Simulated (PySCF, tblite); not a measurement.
# C₄H₇BBrF: geometry, infrared bands and NMR shifts

Aim: predict the infrared bands and NMR shifts of C₄H₇BBrF (`F[C@H]1C[C@@H](BBr)C1`).

Programs: tblite 0.8.0 and PySCF 2.14.0, with density-fitted response routines of our own. Each step states its level of theory. These are calculated values for one molecule in the gas phase, unless marked as measured. Atoms count from 0, in the outputs and in this text.

### 1 The molecule as given

14 atoms, charge 0, multiplicity 1; geometry from: force field or distance geometry start.

Bonds of the start (Å): F0–C1 1.40, C1–C2 1.52, C2–C3 1.51, C3–B4 1.58, B4–Br5 1.98, C3–C6 1.50, C6–C1 1.53, C1–H7 1.08, C2–H8 1.11, C2–H9 1.10, C3–H10 1.08, B4–H11 1.17, C6–H12 1.09, C6–H13 1.11.

### 2 Relaxing the molecule with GFN2-xTB

What the job is given:

```
{"job": {"kind": "relax", "xc": "GFN2-xTB", "basis": "xTB"}, "charge": 0, "multiplicity": 1}
F     -1.358400    -1.966000     0.684400
C     -1.326400    -0.719800     0.058100
C     -0.659300     0.344400     0.912600
C      0.264000     0.725700    -0.215700
B      1.747600     0.765600     0.320700
Br     2.926100    -0.818900     0.124400
C     -0.153500    -0.546800    -0.901100
H     -2.238100    -0.430100    -0.452200
H     -0.068600    -0.042300     1.774500
H     -1.396200     1.095600     1.241500
H      0.007500     1.588600    -0.816900
H      2.155200     1.745600     0.823100
H      0.553900    -1.371600    -0.781800
H     -0.454400    -0.370500    -1.953800
```

Launch:

```sh
$ OMP_NUM_THREADS=1 python probes_run.py task.json out
```

The driver reads the jobs from task.json and runs them one after another.

**Question.** This job is followed by: GFN2-xTB harmonic vibrations, gas phase; GIAO PBE0/pcSseg-1 NMR shielding, non-relativistic, gas phase. Predict these results of the whole session: strongest single infrared mode (GFN2-xTB); zero-point energy (GFN2-xTB); ¹³C shifts against TMS (PBE0/pcSseg-1, means over atoms taken as alike); ¹H shifts against TMS (PBE0/pcSseg-1, means over atoms taken as alike); ¹⁹F shifts against CFCl3 (PBE0/pcSseg-1); ¹¹B shifts against BF3·OEt2 (PBE0/pcSseg-1); ⁷⁹Br shifts against HBr (PBE0/pcSseg-1).

As calculated:

| quantity | value |
| --- | --- |
| strongest single infrared mode (GFN2-xTB) | 2636 cm⁻¹, 76 km/mol |
| zero-point energy (GFN2-xTB) | 65.4 kcal/mol |
| ¹³C shifts against TMS (PBE0/pcSseg-1, means over atoms taken as alike) | 87.3, 37.1, 28.9 ppm |
| ¹H shifts against TMS (PBE0/pcSseg-1, means over atoms taken as alike) | 7.80, 5.23, 2.82, 2.49, 1.84 ppm |
| ¹⁹F shifts against CFCl3 (PBE0/pcSseg-1) | -181.2 ppm |
| ¹¹B shifts against BF3·OEt2 (PBE0/pcSseg-1) | 83.3 ppm |
| ⁷⁹Br shifts against HBr (PBE0/pcSseg-1) | 560 ppm |

In words: The optimisation took 100 steps and gained 0.558 eV; among the close pairs (by a distance rule), B4–Br5 changed most, from 1.984 to 1.859 Å. No mode is imaginary among the 36: a minimum at this level. The strongest single mode, at 2636 cm⁻¹, moves mainly H11. GFN2-xTB is a fitted tight-binding method: band positions and strengths are rough. Its intensities can rank the bands wrongly. The most deshielded carbon is C1 (sp3 CH bonded to F), at 87.3 ppm: pulled downfield by the heteroatom. At PBE0/pcSseg-1: The largest span, 1564 ppm, is at Br5, where the paramagnetic term is -1061 ppm. Spin-orbit coupling is left out, which matters for shieldings and couplings at and beside the heavy atoms.
